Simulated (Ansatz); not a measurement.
# FGaH2Zn: basis-set convergence

An exercise on one series of results from a longer session: the logs are not shown, and one member is left open.

Program: Ansatz 0.2.0, Gaussian basis. Level of theory: one geometry, several basis sets. These are calculated values, not measurements.

The runs, in order: PBE0-D4/def2-SVP; ωB97M-V/def2-SVP; PBE0-D4/def2-QZVPP; ωB97M-V/def2-QZVPP; the functionals' def2-TZVPP values are taken from earlier runs.

## Structure used throughout

The geometry comes from an earlier relaxation with PBE0-D4 in a triple-zeta def2 set; it is a stationary point.

SMILES `[F][GaH][ZnH]`, 5 atoms, charge 0, spin multiplicity 1.

Atoms are counted from 1 here; the program's logs count them from 0.

Bond lengths: F1–Ga2 1.776 Å, Ga2–Zn3 2.449 Å, Ga2–H4 1.577 Å, Zn3–H5 1.560 Å. Angles: F1–Ga2–Zn3 112.0°, F1–Ga2–H4 110.0°, Zn3–Ga2–H4 138.0°, Ga2–Zn3–H5 179.4°.

Coordinates:

```mol
FGaH2Zn
  3D, bonds by distance, orders not assigned

  5  4  0  0  0  0  0  0  0  0999 V2000
   -2.1842   -0.2039    0.0673 F   0  0
   -0.5057   -0.7843    0.0943 Ga  0  0
    1.1036    1.0448   -0.1590 Zn  0  0
   -0.4802   -2.3502    0.2773 H   0  0
    2.1164    2.2198   -0.3213 H   0  0
  1  2  8  0
  2  3  8  0
  2  4  8  0
  3  5  8  0
M  END
```

Set-up of the first run:

Contents of in.yaml:

```yaml
crystal:
  periodic: [false, false, false]
  atoms:
    - {symbol: F, position_ang: [-2.184198, -0.203854, 0.067263]}
    - {symbol: Ga, position_ang: [-0.505705, -0.784339, 0.094299]}
    - {symbol: Zn, position_ang: [1.103598, 1.044828, -0.159009]}
    - {symbol: H, position_ang: [-0.480181, -2.350222, 0.277298]}
    - {symbol: H, position_ang: [2.116386, 2.219787, -0.321251]}
basis:
  gaussian: {orbitals: def2-SVP}
hamiltonian: {xc: pbe0, dispersion: d4}
output: {orbitals: {seedname: orbitals}}
```

On the command line:

```bash
ansatz run in.yaml --threads 2 --pin off --events-out ev --progress --plain --max-ram 4352MiB
```

Steps of the session up to this table: PBE0-D4 in def2-SVP; ωB97M-V in def2-SVP; PBE0-D4 in def2-QZVPP; ωB97M-V in def2-QZVPP.

One of the session's tables, all rows but one given; the rest of the session is left out.

It belongs to the step «Functionals by basis». 

```
functional       basis  HOMO (eV)  LUMO (eV)
   PBE0-D4    def2-SVP      -7.02      -1.99
   PBE0-D4  def2-TZVPP      -7.17      -2.31
   PBE0-D4  def2-QZVPP      -7.19      -2.34
   ωB97M-V    def2-SVP      -8.99      -0.17
   ωB97M-V  def2-TZVPP          ?          ?
   ωB97M-V  def2-QZVPP      -9.22      -0.76
```

Q: Estimate the row for ωB97M-V, def2-TZVPP from the others.

As computed: HOMO (eV): -9.19; LUMO (eV): -0.66. In the column «HOMO (eV)» it lies between ωB97M-V, def2-QZVPP (-9.22) and ωB97M-V, def2-SVP (-8.99).
